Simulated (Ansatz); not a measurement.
# ZrSi4Ru: the cost of one run

Program: Ansatz 0.2.0. Level of theory: DFT PBE, scalar-relativistic, plane waves, PAW. These are calculated values, not measurements.

### 1 Starting point

Symmetry: P6/mmm, No. 191, hexagonal system. Conventional cell: a = 4.453 Å, b = 4.453 Å, c = 5.344 Å, α = 90.00°, β = 90.00°, γ = 120.00°. Zr (site symmetry 6/mmm) is surrounded by 2 Ru at 2.67 Å and 12 Si at 2.97 Å. Si (site symmetry 3m) is surrounded by 5 Si at 2.36 to 2.99 Å and 3 Ru at 2.83 Å and 3 Zr at 2.97 Å. Around Ru (site symmetry 6/mmm) lie 2 Zr at 2.67 Å and 12 Si at 2.83 Å.

As a file:

```
Zr Si Ru
1.0
     4.45267    0.00000    0.00000
    -2.22634    3.85613    0.00000
     0.00000    0.00000    5.34415
Zr Si Ru
1 4 1
Direct
  0.00000 0.00000 0.00000
  0.33333 0.66667 0.27928
  0.33333 0.66667 0.72072
  0.66667 0.33333 0.72072
  0.66667 0.33333 0.27928
  0.00000 0.00000 0.50000
```

Recipe of the guess: random cell by space group and Wyckoff sites (P6/mmm, No. 191). Its size is a rough estimate.

### 2 The guess as it stands, on a coarse mesh

File input.yaml:

```yaml
crystal:
  lattice:
    - [4.452671, 0.0, 0.0]
    - [-2.2263355, 3.8561262, 0.0]
    - [0.0, 0.0, 5.34415059]
  atoms:
    - { symbol: Zr, position: [0.0, 0.0, 0.0] }
    - { symbol: Si, position: [0.33333333, 0.66666667, 0.27928316] }
    - { symbol: Si, position: [0.33333333, 0.66666667, 0.72071684] }
    - { symbol: Si, position: [0.66666667, 0.33333333, 0.72071684] }
    - { symbol: Si, position: [0.66666667, 0.33333333, 0.27928316] }
    - { symbol: Ru, position: [0.0, 0.0, 0.5] }
basis:
  ecutwfc: 420
kpoints:
  mp_grid: { grid: [6, 6, 4] }
hamiltonian:
  xc: pbe
scf:
  occupations: { method: gaussian, width: 0.1 }
  lower_state_search: "off"
output:
  forces: true
  stress: true
  eigenvalues: true
```

Command:

```
$ ansatz run input.yaml --threads 1 --pin off --max-ram 2560MiB --backend cpu --events-out ev --progress --plain --runs-dir out
```

**Question.** How long does this run take on 1 thread of Arm Neoverse V2, shared host, and how much memory does it need?

About 3.3 s, with a peak of 0.37 GiB.
